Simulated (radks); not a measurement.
**Mn³⁺ in [Ar] 3d4: an all-electron calculation**

An exercise on one series of results from a longer session: the logs are not shown, and one member is left open.

The numbers are computed with radks (a radial shooting solver on a logarithmic mesh, Libxc functionals) version 1 (scalar-relativistic Kohn-Sham, SCAN, spin-polarised, spherical densities, finite nucleus; open shells are filled with parallel spins first), except any that are marked as measured or tabulated.

## The system

- element: manganese (Z = 25)
- charge: +3
- electrons: 22
- configuration: [Ar] 3d4
- nuclear rms radius: 3.7057 fm

The outer shells:

Mn³⁺
```
[Ar] core
3d [↑ ][↑ ][↑ ][↑ ][  ]
```

The first run:

Input:

```text
Z 25
configuration [Ar] 3d4 4s0 4p0
relativity scalar-relativistic
functional scan,scan
spin polarised
nucleus finite rms 3.7057 fm
c 137.035999084
```

One table of the session follows, with a row left open; its other results are not shown here.

It belongs to the step «Shells». Radial moments (bohr):

| level | <r> | outermost maximum (interpolated) | 90 % within | nodes |
| --- | --- | --- | --- | --- |
| 1s down | 0.06092 | 0.0399 | 0.109 | 0 |
| 1s up | 0.06092 | 0.0399 | 0.109 | 0 |
| 2s up | 0.2791 | 0.232 | 0.433 | 1 |
| 2s down | 0.2784 | 0.232 | 0.431 | 1 |
| 2p up | ? | ? | ? | ? |
| 2p down | 0.2465 | 0.188 | 0.404 | 0 |
| 3s up | 0.8420 | 0.734 | 1.25 | 2 |
| 3s down | 0.8474 | 0.735 | 1.27 | 2 |
| 3p up | 0.8861 | 0.749 | 1.36 | 1 |
| 3p down | 0.8936 | 0.751 | 1.37 | 1 |
| 3d up | 1.028 | 0.740 | 1.71 | 0 |
| 3d down | 1.055 | 0.751 | 1.77 | 0 |
| 4s up | 2.311 | 2.07 | 3.35 | 3 |
| 4p up | 2.655 | 2.37 | 3.88 | 2 |

Estimate the missing values for 2p up.

As computed: <r>: 0.2473; outermost maximum (interpolated): 0.189; 90 % within: 0.405; nodes: 0. In the column «<r>» it lies between 2p down (0.2465) and 2s down (0.2784).

Limits of these values: Open shells are spherical and high-spin; term and fine-structure splittings are not resolved.
